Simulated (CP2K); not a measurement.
## WAu in CP2K: the effect of functional

The system is WAu.

```
W Au
1.0
     4.11424    0.00000    0.00000
     2.05712    3.56304    0.00000
     2.05712    1.18768    3.35927
W Au
1 1
Direct
  0.00000 0.00000 0.00000
  0.75000 0.75000 0.75000
```

The cell was built by a generator and needn't be a form met in nature.

Alike in all runs:

```yaml
Program: CP2K 2026.2
Task: single point
Potentials_or_basis: POTENTIAL_UZH W GTH-PBE-q14, Au GTH-PBE-q11; TZVP-MOLOPT-PBE-GTH basis
Density_cutoff: 9524 eV
k_mesh: 8 × 8 × 8
Occupations: fermi-dirac, width 0.05 eV
Spin: no spin polarisation
```

```tsv
functional	pressure (GPa)
PBE	1.4
LDA	-4.1
PBEsol	-2.5
WC	-1.9
vdW-DF-cx	-1.5
PW91	1.7
HLE17	?
```

Task: What does the run with functional HLE17 give?

Result: Pressure -7.9 GPa.

Caveats: the basis of atomic orbitals isn't converged, which shifts pressures, moduli and gaps; the potentials were made for another functional, which shifts forces and pressure (some runs); the potentials were made for a functional far from this one (some runs).
